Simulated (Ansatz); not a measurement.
# C2H5InO (SMILES C[C](=O)[InH2]) at PBE0/def2-SVP (core potential)

What is the vertical ionisation energy of C2H5InO at PBE0/def2-SVP (core potential)? 

The results are computed with Ansatz 0.2.0.

62 further runs of the same task are left out: 62 set aside as unsound or not needed.

### Step 1. Starting point

C2H5InO: 9 atoms, total charge 0, spin state singlet. SMILES: `C[C](=O)[InH2]`. The shape is that of a PBE0-D4/def2-TZVP optimisation.

Bond lengths: C1–C2 1.499 Å, C2–O3 1.209 Å, C2–In4 2.211 Å, C1–H5 1.093 Å, C1–H6 1.095 Å, C1–H7 1.095 Å, In4–H8 1.725 Å, In4–H9 1.725 Å. Some angles: C1–C2–O3 122.1°, C1–C2–In4 127.4°, O3–C2–In4 110.5°, C2–C1–H5 111.2°, C2–C1–H6 109.2°, C2–C1–H7 109.1°, C2–In4–H8 118.8°, C2–In4–H9 118.8°, H5–C1–H6 110.2°, H5–C1–H7 110.2°.

### Step 2. A single-point energy at PBE0/def2-SVP (core potential)

Contents of job.yaml:

```yaml
crystal:
  periodic: [false, false, false]
  atoms:
    - {symbol: C, position_ang: [0.344400, 1.188000, -0.839100]}
    - {symbol: C, position_ang: [0.607000, -0.087100, -0.096200]}
    - {symbol: O, position_ang: [1.705800, -0.590300, -0.051600]}
    - {symbol: In, position_ang: [-0.847800, -1.304800, 1.038800]}
    - {symbol: H, position_ang: [1.255300, 1.565500, -1.309800]}
    - {symbol: H, position_ang: [-0.427200, 1.011100, -1.595100]}
    - {symbol: H, position_ang: [-0.058700, 1.931600, -0.144300]}
    - {symbol: H, position_ang: [-1.599800, -2.644700, 0.254600]}
    - {symbol: H, position_ang: [-0.978900, -1.069400, 2.742600]}
basis:
  gaussian:
    orbitals: def2-SVP
hamiltonian:
  xc: {name: PBE0}
accuracy: high
output:
  orbitals: {seedname: orbitals}
```

Started as:

```
ansatz run job.yaml --threads 1 --pin off --max-ram 3480MiB --events-out events.jsonl --progress --plain --runs-dir runs
```

The program printed:

```text
Warning: RAYON_NUM_THREADS=1 ignored (pool sized by the plan → 1); use --threads N
Functional definition: PBE0
  name "PBE0"
  parameter a = 0.25
  parameter kappa = 0.804
  parameter beta = 0.06672455060314922
  exchange = (1 - a)*pbe_x(kappa = kappa, mu = beta*pi^2/3) + a*exact_x
  correlation = pbe_c(beta = beta)
2299 factors; integrals over basis functions are off by at most 8.2e-9 eV
mean field evaluation 1: about -9361.2753 eV, gradient 4.9e1 eV
mean field evaluation 2: about -9333.7639 eV, gradient 1.1e2 eV
mean field evaluation 4: about -9366.6243 eV, gradient 6.1e0 eV
mean field evaluation 8: about -9366.9097 eV, gradient 9.5e-1 eV
mean field evaluation 16: about -9366.9123 eV, gradient 1.7e-4 eV
mean field -9366.91227023 eV, -344.2276768097 hartree, gradient 5.0e-8 eV, S^2 0.000000; 0 other end points of the search recorded, 0 dependent functions left out
reference -9366.91227364 eV, -344.2276769351 hartree; 23, 23 occupied and 70, 70 virtual orbitals, 2299 factors
Total energy: -9366.91227364 eV, -344.2276769351 hartree
```

Run time: 9.3 s. Hardware: 1 thread of Arm Neoverse V2, shared host; peak memory 0.35 GiB.

### Step 3. The doublet cation, same level

Contents of input.yaml:

```yaml
crystal:
  periodic: [false, false, false]
  atoms:
    - {symbol: C, position_ang: [0.344400, 1.188000, -0.839100]}
    - {symbol: C, position_ang: [0.607000, -0.087100, -0.096200]}
    - {symbol: O, position_ang: [1.705800, -0.590300, -0.051600]}
    - {symbol: In, position_ang: [-0.847800, -1.304800, 1.038800]}
    - {symbol: H, position_ang: [1.255300, 1.565500, -1.309800]}
    - {symbol: H, position_ang: [-0.427200, 1.011100, -1.595100]}
    - {symbol: H, position_ang: [-0.058700, 1.931600, -0.144300]}
    - {symbol: H, position_ang: [-1.599800, -2.644700, 0.254600]}
    - {symbol: H, position_ang: [-0.978900, -1.069400, 2.742600]}
basis:
  gaussian:
    orbitals: def2-SVP
hamiltonian:
  xc: pbe0
total_charge: 1
output: {orbitals: {seedname: orbitals}}
accuracy: high
magnetization:
  spin_polarized: true
  initial_magnetization: 1
```

Started as:

```
ansatz run input.yaml --threads 1 --pin off --max-ram 3480MiB --events-out events.jsonl --progress --plain --runs-dir runs
```

The program printed, shortened:

```text
Warning: RAYON_NUM_THREADS=1 ignored (pool sized by the plan → 1); use --threads N
[... 7 set-up lines as earlier in the session ...]
2298 factors; integrals over basis functions are off by at most 8.2e-9 eV
mean field evaluation 1: about -9334.2035 eV, gradient 6.3e1 eV
mean field evaluation 2: about -9026.9046 eV, gradient 1.7e2 eV
mean field evaluation 4: about -9348.4794 eV, gradient 4.8e1 eV
mean field evaluation 8: about -9358.5091 eV, gradient 5.0e-1 eV
mean field evaluation 16: about -9358.6889 eV, gradient 1.7e-3 eV
mean field evaluation 32: about -9358.6889 eV, gradient 9.2e-8 eV
mean field -9358.68890475 eV, -343.9254737023 hartree, gradient 9.2e-8 eV, S^2 0.755436; 0 other end points of the search recorded, 0 dependent functions left out
reference -9358.68890823 eV, -343.9254738303 hartree; 23, 22 occupied and 70, 71 virtual orbitals, 2298 factors
Total energy: -9358.68890823 eV, -343.9254738303 hartree
```

Wall time 17 s (1 thread of Arm Neoverse V2, shared host); peak memory 0.49 GiB.

### Step 4. Summary of results

Level: PBE0/def2-SVP (core potential).

```
                                          quantity          value
                     singlet C2H5InO: total energy  -344.22768 Eh
                      singlet C2H5InO: HOMO energy       -6.18 eV
                      singlet C2H5InO: LUMO energy       -1.69 eV
                    singlet C2H5InO: HOMO–LUMO gap        4.48 eV
                      doublet cation: total energy  -343.92547 Eh
doublet cation: HOMO energy (highest over α and β)      -13.34 eV
 doublet cation: LUMO energy (lowest over α and β)      -10.30 eV
                              doublet cation: ⟨S²⟩          0.755
vertical ionisation energy (to the doublet cation)       8.223 eV
```

What this shows: Removing an electron at fixed nuclei costs 8.22 eV (190 kcal/mol). The negative HOMO energy of the first species, 6.18 eV, lies 2.05 eV below that difference.
